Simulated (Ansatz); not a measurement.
# Si9CO18: the cost of one run

Method: DFT PBE, scalar-relativistic, plane waves, PAW, in Ansatz 0.2.0.

2 further runs of the same task are left out: 2 set aside as unsound or not needed.

## Step 1: The system as given

Symmetry: P3_121, No. 152, trigonal system. The conventional cell has a = 5.020 Å, b = 5.020 Å, c = 5.509 Å, α = 90.00°, β = 90.00°, γ = 120.00°. Around Si (site symmetry 2) lie 4 O at 1.63 Å. O (site symmetry 1) is surrounded by 2 Si at 1.63 Å.

As a file:

```
CELL_PARAMETERS angstrom
5.02004 0.00000 0.00000
-2.51002 4.34748 0.00000
0.00000 0.00000 5.50947
ATOMIC_POSITIONS crystal
Si 0.52347 0.52347 0.00000
Si 0.00000 0.47653 0.66667
Si 0.47653 0.00000 0.33333
O 0.25576 0.41446 0.79457
O 0.58554 0.84130 0.12791
O 0.15870 0.74424 0.46124
O 0.41446 0.25576 0.20543
O 0.74424 0.15870 0.53876
O 0.84130 0.58554 0.87209
```

It goes back to an entry of the Materials Project, which need not be the stable form.

It is the result of an earlier relaxation at this level (volume 13.36 Å³/atom; gap on the mesh: 5.68 eV).

The host's static dielectric tensor, from an earlier linear-response run, has a mean of 4.64.

The perfect supercell (rows 1 1 -1; 0 -1 -1; -1 0 -1 in vectors of this cell) comes from an earlier run at this level (27 atoms, E(σ→0) -15966.6673 eV, gap 6.28 eV on its own mesh).

## Step 2: Making the defect

The extra atom is put at (0.056, 0.722, 0.056) of the supercell, the middle of a void of radius 2.31 Å. A small random displacement (spread 0.06 Å) lets the symmetry of the site break. Its neighbours are 2 O at 2.31 Å, 2 O at 2.34 Å, 2 O at 2.42 Å, 2 Si at 2.48 Å.

## Step 3: Charge state 0

input.yaml reads:

```yaml
crystal:
  lattice:
    - [2.5100214627, 4.3474847016, -5.5094746217]
    - [2.5100214628, -4.3474847015, -5.5094746217]
    - [-5.0200429255, 0.0, -5.5094746217]
  atoms:
    - { symbol: Si, position: [0.6823165715, 0.1588417142, 0.1588417142] }
    - { symbol: Si, position: [0.3438492709, 0.8261985907, 0.8328069458] }
    - { symbol: Si, position: [0.0156499048, 0.4921750476, 0.4921750476] }
    - { symbol: Si, position: [0.936619492, 0.4600943493, 0.936619492] }
    - { symbol: Si, position: [0.6032861587, 0.1267610159, 0.6032861587] }
    - { symbol: Si, position: [0.2699528254, 0.7934276826, 0.2699528254] }
    - { symbol: Si, position: [0.7123045573, 0.7092266863, 0.259988149] }
    - { symbol: Si, position: [0.3810639365, 0.3810639365, 0.9045387937] }
    - { symbol: Si, position: [0.0477306031, 0.0477306031, 0.5712054604] }
    - { symbol: O, position: [0.625216525, 0.2107569031, 0.3694523168] }
    - { symbol: O, position: [0.293907951, 0.8512411175, 0.0462177228] }
    - { symbol: O, position: [0.9585498584, 0.5440902364, 0.7027856501] }
    - { symbol: O, position: [0.099645792, 0.2583412057, 0.5141054139] }
    - { symbol: O, position: [0.7672209531, 0.929309875, 0.1715375632] }
    - { symbol: O, position: [0.4329791253, 0.591674539, 0.8474387472] }
    - { symbol: O, position: [0.8138967612, 0.0696609695, 0.6552013475] }
    - { symbol: O, position: [0.4805634279, 0.7363276361, 0.3218680142] }
    - { symbol: O, position: [0.1450973954, 0.4197760761, 0.9790140445] }
    - { symbol: O, position: [0.8215993617, 0.5658351535, 0.4071397398] }
    - { symbol: O, position: [0.4882660284, 0.2325018202, 0.0738064065] }
    - { symbol: O, position: [0.1583047003, 0.8989143765, 0.7251508296] }
    - { symbol: O, position: [0.7893755944, 0.6279707516, 0.0604672874] }
    - { symbol: O, position: [0.4547240424, 0.2960286287, 0.7104882506] }
    - { symbol: O, position: [0.1213907091, 0.9626952954, 0.3771549173] }
    - { symbol: O, position: [0.8515841843, 0.2660438062, 0.010279598] }
    - { symbol: O, position: [0.5182508509, 0.9327104729, 0.6769462646] }
    - { symbol: O, position: [0.1940862825, 0.5838946568, 0.3292926045] }
    - { symbol: C, position: [0.0570548213, 0.7257400547, 0.0562506553] }
  host:
    lattice:
      - [5.0200429255, 0.0, 0.0]
      - [-2.5100214628, 4.3474847015, 0.0]
      - [0.0, 0.0, 5.5094746217]
    atoms:
      - { symbol: Si, position: [0.5234748573, 0.5234748573, 0.0] }
      - { symbol: Si, position: [0.0, 0.4765251427, 0.6666666667] }
      - { symbol: Si, position: [0.4765251427, 0.0, 0.3333333333] }
      - { symbol: O, position: [0.2557642082, 0.4144596219, 0.7945742551] }
      - { symbol: O, position: [0.5855403781, 0.8413045863, 0.1279075884] }
      - { symbol: O, position: [0.1586954137, 0.7442357918, 0.4612409217] }
      - { symbol: O, position: [0.4144596219, 0.2557642082, 0.2054257449] }
      - { symbol: O, position: [0.7442357918, 0.1586954137, 0.5387590783] }
      - { symbol: O, position: [0.8413045863, 0.5855403781, 0.8720924116] }
basis:
  ecutwfc: 420
  xc_grid: 2
kpoints:
  mp_grid: { grid: [2, 2, 2], shift: [0.5, 0.5, 0.5] }
hamiltonian:
  xc: pbe
scf:
  occupations: { method: gaussian, width: 0.01 }
output:
  forces: true
  stress: false
  eigenvalues: true
  charged_corrections:
    defect_position: [0.05555556, 0.72222222, 0.05555556]
    epsilon: [[4.5605, 0.0, 0.0], [0.0, 4.5605, 0.0], [0.0, 0.0, 4.7897]]
relax:
  adjacent_minimum: "off"
  f_tol: 0.025
  max_steps: 45
```

Launch:

```console
$ ansatz run input.yaml --threads 4 --pin off --max-ram 10240MiB --backend cpu --events-out ev --progress --plain --runs-dir out
```

**Question.** How long does this run take on 4 threads of Intel Xeon Platinum 8259CL at 2.50GHz (Skylake/Cascade Lake), shared host, and how much memory does it need?

About 95 s, with a peak of 1 GiB.
